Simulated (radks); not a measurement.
# V²⁺ in [Ar] 3d2.75 4d0.25: an all-electron calculation

An exercise on one series of results from a longer session: the logs are not shown, and one member is left open.

The numbers are computed with radks (a radial shooting solver on a logarithmic mesh, Libxc functionals) version 1 (non-relativistic Kohn-Sham, PBE, spin-polarised, spherical densities, point nucleus; open shells are filled with parallel spins first), except any that are marked as measured or tabulated.

**The system**

```
element       : vanadium (Z = 23)
charge        : +2
electrons     : 21
configuration : [Ar] 3d2.75 4d0.25
```

Set-up of the first run:

Input:

```text
Z 23
configuration [Ar] 3d2.75 4d0.25 4s0 4p0 4f0 5d0
relativity non-relativistic
functional pbe,pbe
spin polarised
nucleus point
```

Launch:

```sh
$ python run_ks.py task.json out
```

The same process makes all the runs of this session.

Steps of the session up to this table: Self-consistent calculation.

One of the session's tables, all rows but one given; the rest of the session is left out.

It belongs to the step «Orbitals and density». From the orbitals of this run (lengths in bohr):

```
  level      <r>  outermost maximum (interpolated)  90 % within  nodes
1s down  0.06705                            0.0441        0.119      0
  1s up  0.06705                            0.0441        0.119      0
  2s up   0.3112                             0.258        0.483      1
2s down   0.3108                             0.258        0.482      1
  2p up   0.2753                             0.209        0.452      0
2p down   0.2749                             0.209        0.451      0
  3s up        ?                                 ?            ?      ?
3s down   0.9547                             0.826         1.43      2
  3p up    1.012                             0.847         1.56      1
3p down    1.015                             0.847         1.56      1
  3d up    1.267                             0.877         2.14      0
3d down    1.293                             0.882         2.20      0
  4s up    2.761                              2.44         4.04      3
  4p up    3.244                              2.84         4.78      2
  4d up    4.763                              4.25         7.06      1
  4f up    6.736                              6.04         9.78      0
```

Estimate the missing values for 3s up.

As computed: <r>: 0.9535; outermost maximum (interpolated): 0.826; 90 % within: 1.43; nodes: 2. In the column «<r>» it lies between 2s up (0.3112) and 3s down (0.9547).
